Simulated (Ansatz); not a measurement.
# Sn14H20 off sphere (Sn14H18Cl2): the relaxed shape and its frontier levels

Aim: characterise Sn14H20 off sphere (Sn14H18Cl2) as a singlet: its structure, frontier levels and distribution of charge.

The runs use Ansatz 0.2.0, Gaussian basis; RKS PBE0-D4/def2-SVP.

Levels to be run: relaxation at r2SCAN-D4/def2-SVP; a single point at PBE0-D4/def2-SVP.

1 further run of the same task is left out (for a known fault of the program). Runs told in other sessions of the task aren't counted.

## Step 1: The system as given

34 atoms, charge 0, spin multiplicity 1.

Atoms are counted from 1 here; the program's logs count them from 0.

Bond lengths: Sn1–Sn9 2.818 Å, Sn1–Sn10 2.797 Å, Sn1–H17 1.736 Å, Sn1–H18 1.722 Å, Sn2–Sn8 2.803 Å, Sn2–Sn11 2.865 Å, Sn2–Sn12 2.839 Å, Sn2–Cl15 2.385 Å, Sn3–Sn9 2.846 Å, Sn3–Sn11 2.779 Å, Sn3–Sn13 2.790 Å, Sn3–H19 1.724 Å, Sn4–Sn8 2.822 Å, Sn4–Sn9 2.808 Å, Sn4–Sn14 2.787 Å, Sn4–H20 1.728 Å, Sn5–Sn10 2.804 Å, Sn5–Sn14 2.795 Å and more. Angles: Sn9–Sn1–Sn10 110.6°, Sn9–Sn1–H17 109.5°, Sn9–Sn1–H18 108.3°, Sn10–Sn1–H17 110.2°, Sn10–Sn1–H18 109.9°, H17–Sn1–H18 108.3°, Sn8–Sn2–Sn11 109.5°, Sn8–Sn2–Sn12 109.5°, Sn8–Sn2–Cl15 110.3°, Sn11–Sn2–Sn12 108.1°, Sn11–Sn2–Cl15 109.6°, Sn12–Sn2–Cl15 109.7°, Sn9–Sn3–Sn11 109.7°, Sn9–Sn3–Sn13 109.9°, Sn9–Sn3–H19 109.2°, Sn11–Sn3–Sn13 110.2°, Sn11–Sn3–H19 108.3°, Sn13–Sn3–H19 109.4° and more.

Sn takes a core potential in the def2 sets. No spin-orbit coupling is included.

The start is a built from a lattice or polyhedron geometry.

## Step 2: Optimising with r2SCAN-D4/def2-SVP

in.yaml

```yaml
crystal:
  periodic: [false, false, false]
  atoms:
    - {symbol: Sn, position_ang: [0.816400, -4.043900, 0.816200]}
    - {symbol: Sn, position_ang: [-2.453300, 2.447300, -2.427100]}
    - {symbol: Sn, position_ang: [0.803200, -0.802500, -2.428300]}
    - {symbol: Sn, position_ang: [-2.429300, -0.810800, 0.819500]}
    - {symbol: Sn, position_ang: [0.800200, -0.813700, 4.049000]}
    - {symbol: Sn, position_ang: [0.820200, 2.434300, 0.806900]}
    - {symbol: Sn, position_ang: [4.044500, -0.815100, 0.811400]}
    - {symbol: Sn, position_ang: [-4.060400, 0.830700, -0.796100]}
    - {symbol: Sn, position_ang: [-0.851900, -2.462100, -0.813900]}
    - {symbol: Sn, position_ang: [2.427400, -2.430500, 2.437000]}
    - {symbol: Sn, position_ang: [-0.779500, 0.794600, -4.061900]}
    - {symbol: Sn, position_ang: [-0.780600, 4.066000, -0.801300]}
    - {symbol: Sn, position_ang: [2.426000, 0.786500, -0.808700]}
    - {symbol: Sn, position_ang: [-0.809600, 0.792800, 2.423500]}
    - {symbol: Cl, position_ang: [-3.810500, 3.832800, -3.814600]}
    - {symbol: Cl, position_ang: [3.822300, -3.843900, 3.801500]}
    - {symbol: H, position_ang: [1.803200, -5.063500, -0.183300]}
    - {symbol: H, position_ang: [-0.180400, -5.048800, 1.796700]}
    - {symbol: H, position_ang: [1.792000, -1.793300, -3.434300]}
    - {symbol: H, position_ang: [-3.413600, -1.820400, 1.818000]}
    - {symbol: H, position_ang: [-0.182100, -1.823000, 5.044600]}
    - {symbol: H, position_ang: [1.805100, 0.185900, 5.034600]}
    - {symbol: H, position_ang: [1.787700, 3.429800, 1.797300]}
    - {symbol: H, position_ang: [5.052800, -1.792900, -0.206500]}
    - {symbol: H, position_ang: [5.053100, 0.200200, 1.799800]}
    - {symbol: H, position_ang: [-5.061500, -0.170500, -1.800500]}
    - {symbol: H, position_ang: [-5.035900, 1.799100, 0.159600]}
    - {symbol: H, position_ang: [-1.805900, -3.433500, -1.792700]}
    - {symbol: H, position_ang: [-1.791000, -0.171600, -5.058900]}
    - {symbol: H, position_ang: [0.181800, 1.811000, -5.042300]}
    - {symbol: H, position_ang: [0.194900, 5.053100, -1.805700]}
    - {symbol: H, position_ang: [-1.808200, 5.065100, 0.148000]}
    - {symbol: H, position_ang: [3.424700, 1.804800, -1.825700]}
    - {symbol: H, position_ang: [-1.799300, 1.794500, 3.439700]}
basis:
  gaussian: {orbitals: def2-SVP, fitting: {mean_field: def2-universal-jkfit}}
hamiltonian: {xc: r2scan, dispersion: d4}
scf: {lower_state_search: "off"}
output: {orbitals: {seedname: orbitals}}
relax: {f_tol: 0.03, max_steps: 70}
```

The run is started by

```
ansatz run in.yaml --threads 2 --pin off --events-out ev --progress --plain --max-ram 32768MiB --backend cuda --devices 0, --max-vram 18GiB
```

Further steps of the session: Single point, PBE0-D4/def2-SVP.

Q: Predict the results of all the runs planned. Wanted: point group; commonest bond, hydrogen aside; HOMO, LUMO at PBE0-D4/def2-SVP; dipole at r2SCAN-D4/def2-SVP.

**Answer**, as computed:

| quantity | value |
| --- | --- |
| point group | D3d |
| commonest bond, hydrogen aside | Sn–Sn, 18 of mean length 2.807 Å |
| HOMO, LUMO at PBE0-D4/def2-SVP | -6.93, -2.28 eV |
| dipole at r2SCAN-D4/def2-SVP | 0.00 D |

What this shows: The molecule keeps its bonding pattern by the stored test; the atoms moved 0.04 Å (rms). No usable vibrations, so a minimum isn't proven. The HOMO lies nearest to 6 Sn atoms about 8 % each; 4 Sn atoms about 6 % each and the LUMO to Sn2, Sn10 about 9 % each; Cl15, Cl16 about 6 % each. Whether this spin is the lowest isn't tested here.
